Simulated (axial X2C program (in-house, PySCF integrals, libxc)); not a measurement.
# TeZr: bond curves with and without spin–orbit coupling, part 1 of 2

Aim: find the lowest determinant of TeZr, scan the bond at several levels and fit the constants, once spin-free and once with spin–orbit coupling.

The runs use an in-house X2C program for linear molecules on PySCF integrals; all-electron X2C, Te dyall-cv3z, Zr dyall-cv3z.

All values are calculated.

## (1) Input

The input, task.json:

```json
{"zs": [52, 40], "q": 0, "bas": ["dyall-cv3z", "dyall-cv3z"], "levels": ["PBE0", "HF", "r2SCAN"], "cc": true, "r0": 2.55, "thr": -1.0, "nmax": 110, "npts": 10, "nst": 2, "ntry": 8}
```

Keys: zs atomic numbers; q charge; bas basis sets; levels methods (HF also brings MP2); cc coupled cluster on or off; r0 starting distance in Å; thr threshold in hartree for freezing inner shells (an s shell follows its p shell); nmax most natural virtual spinors; npts points asked for on the curve; nst determinants followed; ntry starts of the search.

Launch:

```console
$ python so2c.py task.json out
```

Spin-free means the one-electron spin-free X2C Hamiltonian; two-component (2c) means X2C with spin–orbit coupling and atomic mean-field two-electron Coulomb and Gaunt terms. Basis: Te dyall-cv3z contracted to [11s12p8d4f1g], Zr dyall-cv3z contracted to [11s12p9d6f3g]; Gaussian nuclei, density fitting. Masses: Te 129.906 u, Zr 89.905 u.

Notation: σ, π±, δ± give the projection m of an orbital's angular momentum (0, ±1, ±2), α and β its spin, Λ and M_S the sums; ω is the projection of a spinor's total angular momentum and Ω the sum. Logs are in hartree.

The results follow Hamiltonian by Hamiltonian and level by level.

## (2) Which state to follow

Determinants are compared with PBE0 at 2.550 Å.

Spin-free determinants:

```csv
ΔE (eV),state,open shells
0.00,"M_S = 1, Λ = 2","beyond closed shells: σα, δ+α"
0.44,"M_S = 0, Λ = 0",closed shell
0.61,"M_S = 0, Λ = 2","beyond closed shells: σα, δ+β"
0.80,"M_S = 1, Λ = 1","beyond closed shells: σα, π+α"
0.81,"M_S = 1, Λ = 0","beyond closed shells: δ+α, δ-α"
1.13,"M_S = 1, Λ = 3","beyond closed shells: π+α, δ+α"
1.21,"M_S = 1, Λ = 1","beyond closed shells: π-α, δ+α"
```

Two-component determinants:

```csv
ΔE (eV),state,open shells
0.00,Ω = 1,"excess of +ω over −ω: ω = -1/2, ω = 3/2"
0.08,Ω = 3,"excess of +ω over −ω: ω = 1/2, ω = 5/2"
0.48,Ω = 0,closed shell
0.60,Ω = 2,"excess of +ω over −ω: ω = 1/2, ω = 3/2"
0.69,Ω = 2,"excess of +ω over −ω: ω = -1/2, ω = 5/2"
0.85,Ω = 1,"excess of +ω over −ω: ω = -3/2, ω = 5/2"
1.06,Ω = 1,excess of +ω over −ω: 2 × ω = 1/2
```

## (3) PBE0, spin-free

State followed: M_S = 1, Λ = 2 (beyond closed shells: σα, δ+α). The scan is laid around 2.545 Å, a first estimate of the minimum, and this SCF restarts from the orbitals of the search.

The SCF at the reference distance of 2.545 Å:

```text
spin-free X2C-1e  PBE0
basis functions 285  fitting functions 1365  grid points 5803
iter        total energy     max residual
   1     -10391.457062587     8.04e-01
   2     -10391.556471683     2.74e-03
   3     -10391.556375866     2.71e-03
   4     -10391.556480677     1.27e-03
   5     -10391.556533288     3.96e-04
   6     -10391.556539774     8.90e-05
   7     -10391.556539892     1.45e-05
   8     -10391.556539900     4.75e-06
   9     -10391.556539904     2.80e-06
  10     -10391.556539906     1.38e-06
converged
one-electron -15156.29437791  Coulomb 4624.44878716  exact exchange -71.96251449  xc functional -220.23904320  nuclear repulsion 432.49060853
```

Along the bond, energies from the lowest point:

```csv
R (Å),E (eV),μ (D),HOMO (eV),LUMO (eV),iterations
2.214,1.2988,4.68,-4.68,-2.12,15
2.316,0.5253,5.05,-4.85,-2.26,14
2.392,0.1992,5.34,-4.98,-2.36,14
2.469,0.0371,5.63,-5.11,-2.47,14
2.545,0.0000,5.91,-5.23,-2.58,10
2.634,0.0742,6.23,-5.37,-2.70,16
2.723,0.2385,6.53,-5.49,-2.80,17
2.838,0.5353,6.84,-5.57,-2.91,17
2.978,0.9662,7.07,-5.39,-2.98,20
3.181,1.6121,6.74,-5.25,-3.21,24
```

Dipoles are positive if Zr is the positive end.

Outer orbitals at the reference distance:

```json
{"symmetry": "π+α", "occupied": "yes", "ε (eV)": "-35.13", "atomic character": "100% Zr p"}
{"symmetry": "σα", "occupied": "yes", "ε (eV)": "-34.82", "atomic character": "97% Zr p"}
{"symmetry": "π-α", "occupied": "yes", "ε (eV)": "-34.61", "atomic character": "100% Zr p"}
{"symmetry": "σβ", "occupied": "yes", "ε (eV)": "-33.91", "atomic character": "97% Zr p"}
{"symmetry": "π-β", "occupied": "yes", "ε (eV)": "-33.54", "atomic character": "100% Zr p"}
{"symmetry": "π+β", "occupied": "yes", "ε (eV)": "-33.54", "atomic character": "100% Zr p"}
{"symmetry": "σβ", "occupied": "yes", "ε (eV)": "-15.46", "atomic character": "68% Te s, 10% Zr p, 10% Zr d"}
{"symmetry": "σα", "occupied": "yes", "ε (eV)": "-15.24", "atomic character": "67% Te s, 11% Zr d, 10% Zr p"}
{"symmetry": "σα", "occupied": "yes", "ε (eV)": "-6.85", "atomic character": "63% Te p, 19% Zr d, 11% Zr s"}
{"symmetry": "σβ", "occupied": "yes", "ε (eV)": "-6.72", "atomic character": "69% Te p, 15% Zr d, 10% Zr s"}
{"symmetry": "π+β", "occupied": "yes", "ε (eV)": "-6.10", "atomic character": "65% Te p, 22% Zr d, 5% Zr f"}
{"symmetry": "π-β", "occupied": "yes", "ε (eV)": "-6.10", "atomic character": "65% Te p, 22% Zr d, 5% Zr f"}
{"symmetry": "π+α", "occupied": "yes", "ε (eV)": "-6.09", "atomic character": "55% Te p, 33% Zr d, 5% Zr p"}
{"symmetry": "π-α", "occupied": "yes", "ε (eV)": "-6.06", "atomic character": "56% Te p, 32% Zr d, 5% Zr p"}
{"symmetry": "σα", "occupied": "yes", "ε (eV)": "-5.38", "atomic character": "55% Zr s, 37% Zr d, 4% Zr p"}
{"symmetry": "δ+α", "occupied": "yes", "ε (eV)": "-5.23", "atomic character": "99% Zr d"}
{"symmetry": "δ-α", "occupied": "no", "ε (eV)": "-2.58", "atomic character": "99% Zr d"}
{"symmetry": "σβ", "occupied": "no", "ε (eV)": "-2.39", "atomic character": "67% Zr s, 19% Zr p, 10% Zr d"}
{"symmetry": "π+α", "occupied": "no", "ε (eV)": "-2.34", "atomic character": "53% Zr d, 31% Zr p, 12% Te p"}
{"symmetry": "π-α", "occupied": "no", "ε (eV)": "-2.25", "atomic character": "54% Zr d, 30% Zr p, 11% Te p"}
```

PBE0 fields in the half plane through the axis: z from -2.4 to 4.8 Å across, distance from the axis 0.15 to 2.25 Å upwards; Te lies at z = 0 and Zr at z = 2.545 Å; the ELF is damped to zero where the density is low.

log10 density (e/bohr³). Ten even steps from '0' (-4.15 ) to '9' (1.83 ):
```
0001122222222222222211100
0011222333332222222222110
0112233333333333333322111
1122334444443333443332211
1223344454444444444432221
1233445555554445665443221
1233456777555556666543221
1234456898655566996643321
```

ELF. Ten even steps from ' ' (0.00 ) to '@' (0.85 ):
```
        ..::--========----::::--++++****++==::    
    ..::==++************==----==++++****++==--..  
    ::==**##%%%%%%%%%%##**==----==++++====--::..  
  ::==**%%%%@@%%%%%%%%%%##==::::--==--::::........
..--**##@@@@%%**++**##%%%%--..::++**==....    ....
..==##%%@@%%==----::==####--::**@@@@##--..        
::++##@@%%++--##%%##::++##--++%%----%%%%==........
::++%%@@%%==++**%%**++--**==%%::@@@@--@@##::......
```

Re = 2.533 Å, ωe = 293.5 cm⁻¹, ωexe = 0.511 cm⁻¹, Be = 0.04944 cm⁻¹, De = 4.27 eV, μ = 5.87 D.

## (4) HF, spin-free

Output at 2.545 Å:

```text
spin-free X2C-1e  HF
basis functions 285  fitting functions 1365  grid points 5803
iter        total energy     max residual
   1     -10387.205040194     2.63e-01
   2     -10387.242085340     1.85e-02
   3     -10387.243987074     1.06e-02
   4     -10387.247369253     3.33e-03
   5     -10387.247704345     1.99e-03
   6     -10387.247868693     5.34e-04
   7     -10387.247967251     4.69e-04
   8     -10387.248016108     4.42e-04
   9     -10387.248057358     2.86e-04
  10     -10387.248071652     1.86e-04
  11     -10387.248077688     1.10e-04
  12     -10387.248079765     7.48e-05
  13     -10387.248080775     5.09e-05
  14     -10387.248081266     3.26e-05
  15     -10387.248081490     1.80e-05
  16     -10387.248081564     1.30e-05
  17     -10387.248081597     1.01e-05
  18     -10387.248081621     8.82e-06
  19     -10387.248081642     5.14e-06
  20     -10387.248081655     2.24e-06
  21     -10387.248081657     7.83e-07
converged
one-electron -15154.13109642  Coulomb 4622.35061815  exact exchange -287.95821192  xc functional 0.00000000  nuclear repulsion 432.49060853
```

No constants are quoted: the solution changes its character somewhere along the scan, so the fit is set aside.

## (5) r2SCAN, spin-free

Output at 2.545 Å:

```text
spin-free X2C-1e  r2SCAN
basis functions 285  fitting functions 1365  grid points 5803
iter        total energy     max residual
   1     -10392.219795886     1.48e-01
   2     -10392.223149608     4.65e-03
   3     -10392.207125415     2.16e-02
   4     -10392.223777048     3.76e-03
   5     -10392.224028725     4.26e-04
   6     -10392.224032110     2.02e-04
   7     -10392.224032830     6.21e-05
   8     -10392.224033063     3.31e-05
   9     -10392.224033174     1.41e-05
  10     -10392.224033190     9.99e-06
  11     -10392.224033194     2.62e-06
  12     -10392.224033194     8.74e-07
converged
one-electron -15155.99926599  Coulomb 4624.16346291  exact exchange 0.00000000  xc functional -292.87883865  nuclear repulsion 432.49060853
```

Re = 2.546 Å, ωe = 286.7 cm⁻¹, ωexe = 0.542 cm⁻¹, Be = 0.04894 cm⁻¹, De = 4.11 eV, μ = 5.80 D.

## (6) Correlated methods, spin-free

Correlated methods: 10 electrons correlated (frozen shells, counted by type: Te 4 s, 3 p, 2 d; Zr 4 s, 3 p, 1 d), 358 virtual spinors in MP2, 110 natural virtuals in coupled cluster.

Output of the correlated part at 2.545 Å:

```text
correlated 10  virtual 358  natural virtual 110  E(MP2) -0.200622565  MP2 remainder -0.005107093
iter   CCSD correlation   residual
   1     -0.196409939   1.85e-01
   2     -0.204389898   1.09e-01
   3     -0.208327346   4.29e-02
   4     -0.208993473   1.97e-02
   5     -0.209315127   9.04e-03
   6     -0.209406046   4.09e-03
   7     -0.209432971   2.21e-03
   8     -0.209459960   1.10e-03
   9     -0.209461170   6.20e-04
  10     -0.209466380   3.12e-04
  11     -0.209462564   1.47e-04
  12     -0.209463426   7.37e-05
  13     -0.209462870   3.67e-05
  14     -0.209462530   1.80e-05
  15     -0.209462483   9.74e-06
  16     -0.209462320   5.83e-06
  17     -0.209462233   3.08e-06
  18     -0.209462193   1.90e-06
  19     -0.209462149   1.10e-06
  20     -0.209462161   5.82e-07
(T) -0.017219075  T1 0.0651  D1 0.1031  max T2 0.054
```

T1 in the output is the amplitude norm over the root of the electron number; divide by √2 for the Lee–Taylor value.

MP2: No constants are quoted: the reference changes its character somewhere along the scan, so the fit is set aside.

CCSD: No constants are quoted: the reference changes its character somewhere along the scan, so the fit is set aside.

CCSD(T): No constants are quoted: the reference changes its character somewhere along the scan, so the fit is set aside.

## (7) A higher determinant, spin-free

State: M_S = 0, Λ = 0 (closed shell).

Output at the reference distance:

```text
spin-free X2C-1e  PBE0
basis functions 285  fitting functions 1365  grid points 5803
iter        total energy     max residual
   1     -10391.438759451     8.03e-01
   2     -10391.540329880     2.78e-03
   3     -10391.540053123     3.73e-03
   4     -10391.540307447     1.53e-03
   5     -10391.540408452     2.84e-04
   6     -10391.540412642     5.96e-05
   7     -10391.540412786     1.45e-05
   8     -10391.540412791     2.25e-06
   9     -10391.540412791     8.79e-07
converged
one-electron -15153.11551632  Coulomb 4621.16532590  exact exchange -71.92680280  xc functional -220.15402811  nuclear repulsion 432.49060853
```

```csv
R (Å),E above the lowest PBE0 point (eV)
2.214,1.442
2.316,0.762
2.392,0.505
2.469,0.411
2.545,0.439
2.634,0.585
2.723,0.818
2.838,1.199
2.978,1.732
```

Re = 2.486 Å, ωe = 316 cm⁻¹, ωexe = 0.478 cm⁻¹, Be = 0.05132 cm⁻¹, μ = 3.96 D. Te = 0.41 eV.

## (8) The spin-free curves together

Energy (eV) of the followed determinant, spin-free, from each level's lowest point:

```csv
R (Å),PBE0,HF (jumps),MP2 (its reference jumps),CCSD (its reference jumps),CCSD(T) (its reference jumps),r2SCAN
2.214,1.299,1.697,1.503,n/a,n/a,1.372
2.316,0.525,0.767,0.640,0.688,0.720,0.575
2.392,0.199,0.345,0.262,0.296,0.318,0.232
2.469,0.037,0.103,0.061,0.080,0.091,0.053
2.545,0.000,0.000,0.000,0.000,0.000,0.000
2.634,0.074,0.012,0.071,0.036,0.026,0.055
2.723,0.239,0.119,0.319,0.178,0.168,0.201
2.838,0.535,0.298,0.970,0.490,0.500,0.473
2.978,0.966,0.512,1.546,n/a,n/a,0.872
3.181,1.612,0.840,2.152,n/a,n/a,1.482
```

(Continued in part 2 of 2.)
